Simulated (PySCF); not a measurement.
# Sr: excitation energies in x2c-QZVPPall

Aim: the excitation energy of strontium from differences of total energies, at each level of theory, and how far each lands from the tabulated value where there is one.

The numbers are computed with PySCF 2.14.0 (unrestricted determinants in a Gaussian basis, no spin-orbit coupling in the energies), except any that are marked as measured or tabulated.

### Step 1. What is computed

- Element: strontium (Z = 38)
- Basis: x2c-QZVPPall (13s8p7d3f2g, 111 functions)
- Hamiltonian: the spin-free X2C one-electron Hamiltonian (Gaussian nucleus)
- State 1: Sr: [Kr] 5p2, high-spin 3P determinant (an excited configuration)
- State 2: Sr: [Kr] 4d2, high-spin 3F determinant (an excited configuration)
- State 3: Sr: [Kr] 5s1 5p1, high-spin 3P determinant (an excited configuration)
- Needed too, but not shown: Sr [Kr] 5s2 (1S)
- Methods: CCSD(T)
- Core shells frozen in the correlated runs: valence: [Kr] (for Sr)

Outer shells as boxes (Hund's rule):

Sr [Kr] 5p2
```
[Kr] core
5p [↑ ][↑ ][  ]
```

Sr [Kr] 4d2
```
[Kr] core
4d [↑ ][↑ ][  ][  ][  ]
```

Sr [Kr] 5s1 5p1
```
[Kr] core
5s [↑ ]
5p [↑ ][  ][  ]
```

One driver process ran all states and methods and kept the integrals in memory. Each run is shown as a PySCF script that sums up its settings (the driver passes frozen orbitals as a list and adds second-order terms of double hybrids); the logs are those of the runs themselves. The driver starts from symmetry-adapted Hartree-Fock orbitals, holds the occupation by maximum overlap and uses a logarithmic radial grid for functionals, so a plain start would take other cycles.

The integrals over 111 functions and the set-up took 6.7 s of CPU time.

### Step 2. Sr [Kr] 5p2: CCSD(T) (valence)

CCSD(T) (valence):

Contents of input.py:

```python
from pyscf import gto, scf, dft, mp, cc
import basis_set_exchange as bse
mol = gto.M(atom="Sr 0 0 0", charge=0, spin=2, symmetry="D2h",
            basis=gto.basis.parse(bse.get_basis("x2c-QZVPPall", elements=["Sr"], fmt="nwchem")),
            nucmod="G")
mf = scf.UHF(mol).sfx2c1e()
mf.irrep_nelec = {'Ag': (6, 6), 'B1g': (1, 1), 'B2g': (1, 1), 'B3g': (1, 1), 'B1u': (4, 3), 'B2u': (4, 3), 'B3u': (3, 3)}
mf.kernel()
mycc = cc.CCSD(mf, frozen=18).run()
mycc.ccsd_t()
```

### Step 3. Sr [Kr] 4d2, at CCSD(T) (valence)

CCSD(T) (valence):

Changes to input.py since step 2:

```diff
@@ -6,3 +6,3 @@
 mf = scf.UHF(mol).sfx2c1e()
-mf.irrep_nelec = {'Ag': (6, 6), 'B1g': (1, 1), 'B2g': (1, 1), 'B3g': (1, 1), 'B1u': (4, 3), 'B2u': (4, 3), 'B3u': (3, 3)}
+mf.irrep_nelec = {'Ag': (7, 6), 'B1g': (2, 1), 'B2g': (1, 1), 'B3g': (1, 1), 'B1u': (3, 3), 'B2u': (3, 3), 'B3u': (3, 3)}
 mf.kernel()
```

### Step 4. Sr [Kr] 5s1 5p1, at CCSD(T) (valence)

CCSD(T) (valence):

Changes to input.py since step 3:

```diff
@@ -6,3 +6,3 @@
 mf = scf.UHF(mol).sfx2c1e()
-mf.irrep_nelec = {'Ag': (7, 6), 'B1g': (2, 1), 'B2g': (1, 1), 'B3g': (1, 1), 'B1u': (3, 3), 'B2u': (3, 3), 'B3u': (3, 3)}
+mf.irrep_nelec = {'Ag': (7, 6), 'B1g': (1, 1), 'B2g': (1, 1), 'B3g': (1, 1), 'B1u': (3, 3), 'B2u': (4, 3), 'B3u': (3, 3)}
 mf.kernel()
```

Q: Predict the outcome of this session.

As calculated:

```
                            quantity                                               value
    excitation energy, Sr → [Kr] 5p2  UHF 3.878, FCI (valence) 4.143 eV; reference 4.405
    excitation energy, Sr → [Kr] 4d2                   UHF 4.397, FCI (valence) 4.853 eV
excitation energy, Sr → [Kr] 5s1 5p1  UHF 0.973, FCI (valence) 1.576 eV; reference 1.823
```

Each level's miss (mean over 2 differences):

```
           method  mean absolute miss against the measured values (with the measured fine structure taken into account where it is known) (eV)
              UHF                                                                                                                        0.688
    MP2 (valence)                                                                                                                        0.255
SCS-MP2 (valence)                                                                                                                        0.149
   CCSD (valence)                                                                                                                        0.254
CCSD(T) (valence)                                                                                                                        0.254
  CCSDT (valence)                                                                                                                        0.254
    FCI (valence)                                                                                                                        0.254
```

What this shows: Against experiment SCS-MP2 (valence) comes closest (mean absolute error over 2 measured values 0.15 eV) and UHF is farthest (0.69 eV). The basis is finite, and no extrapolation was made.
